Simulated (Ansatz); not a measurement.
# Si16H7CF2: the cost of one run

Program: Ansatz 0.2.0. Level of theory: DFT PBE+D3(BJ), plane waves, PAW, scalar-relativistic, collinear spin. These are calculated values, not measurements.

### 1 The system as given

The cell holds 26 atoms (CH7F2Si16): a = 7.679 Å, b = 7.679 Å, c = 19.869 Å, α = 90.00°, β = 90.00°, γ = 60.00°.

As a file:

```xyz
26
Lattice="7.6792 0.0000 0.0000 3.8396 6.6504 0.0000 0.0000 0.0000 19.8688" Properties=species:S:1:pos:R:3 pbc="T T T"
H     1.9198    1.1084    1.0000
H     5.7594    1.1084    1.0000
H     3.8396    4.4336    1.0000
H     7.6792    4.4336    1.0000
Si    1.9198    1.1084    2.5000
Si    5.7594    1.1084    2.5000
Si    3.8396    4.4336    2.5000
Si    7.6792    4.4336    2.5000
Si    0.0000    2.2168    3.2838
Si    3.8396    2.2168    3.2838
Si    1.9198    5.5420    3.2838
Si    5.7594    5.5420    3.2838
Si    0.0000    2.2168    5.6350
Si    3.8396    2.2168    5.6350
Si    1.9198    5.5420    5.6350
Si    5.7594    5.5420    5.6350
Si    0.0000    0.0000    6.4188
Si    3.8396    0.0000    6.4188
Si    1.9198    3.3252    6.4188
Si    5.7594    3.3252    6.4188
H     3.8396    0.0000    7.8688
H     1.9198    3.3252    7.8688
H     5.7594    3.3252    7.8688
C     2.9700    5.0793    7.5588
F     2.1672    4.4182    8.3388
F     3.7728    5.7404    8.3388
```

### 2 Relaxing the start

input.yaml

```yaml
accuracy: low
crystal:
  lattice:
    - [7.67918, 0.0, 0.0]
    - [3.83959, 6.650365, 0.0]
    - [0.0, 0.0, 19.868765]
  atoms:
    - { symbol: H, position: [0.1666667, 0.1666667, 0.0503303] }
    - { symbol: H, position: [0.6666667, 0.1666667, 0.0503303] }
    - { symbol: H, position: [0.1666667, 0.6666667, 0.0503303] }
    - { symbol: H, position: [0.6666667, 0.6666667, 0.0503303] }
    - { symbol: Si, position: [0.1666667, 0.1666667, 0.1258256] }
    - { symbol: Si, position: [0.6666667, 0.1666667, 0.1258256] }
    - { symbol: Si, position: [0.1666667, 0.6666667, 0.1258256] }
    - { symbol: Si, position: [0.6666667, 0.6666667, 0.1258256] }
    - { symbol: Si, position: [-0.1666667, 0.3333333, 0.1652721] }
    - { symbol: Si, position: [0.3333333, 0.3333333, 0.1652721] }
    - { symbol: Si, position: [-0.1666667, 0.8333333, 0.1652721] }
    - { symbol: Si, position: [0.3333333, 0.8333333, 0.1652721] }
    - { symbol: Si, position: [-0.1666667, 0.3333333, 0.2836116] }
    - { symbol: Si, position: [0.3333333, 0.3333333, 0.2836116] }
    - { symbol: Si, position: [-0.1666667, 0.8333333, 0.2836116] }
    - { symbol: Si, position: [0.3333333, 0.8333333, 0.2836116] }
    - { symbol: Si, position: [0.0, 0.0, 0.3230581] }
    - { symbol: Si, position: [0.5, 0.0, 0.3230581] }
    - { symbol: Si, position: [0.0, 0.5, 0.3230581] }
    - { symbol: Si, position: [0.5, 0.5, 0.3230581] }
    - { symbol: H, position: [0.5, 0.0, 0.3960369] }
    - { symbol: H, position: [0.0, 0.5, 0.3960369] }
    - { symbol: H, position: [0.5, 0.5, 0.3960369] }
    - { symbol: C, position: [0.0048724, 0.7637634, 0.3804346], spin: 1.0 }
    - { symbol: F, position: [-0.0499632, 0.6643491, 0.4196922] }
    - { symbol: F, position: [0.0597079, 0.8631778, 0.4196922] }
magnetization:
  spin_polarized: true
basis:
  ecutwfc: 420.0
kpoints:
  mp_grid: { grid: [2, 2, 1] }
hamiltonian:
  xc: pbe
  dispersion: d3bj
  pseudopotentials: { kind: paw, azcp: { folder: soft_1 } }
scf:
  occupations: { method: fermi_dirac, width: 0.05 }
  lower_state_search: "off"
relax:
  f_tol: 0.08
  max_steps: 25
  adjacent_minimum: "off"
  constraints: [{ sites: [0, 1, 2, 3, 4, 5, 6, 7] }]
```

Launch:

```console
ansatz run input.yaml --threads 2 --pin off --max-ram 5120MiB --backend cpu --events-out ev --progress --plain --runs-dir out
```

Q: Estimate wall time and peak memory on 2 threads of Arm Neoverse V1, shared host.

About 5.4 min, with a peak of 1.5 GiB.
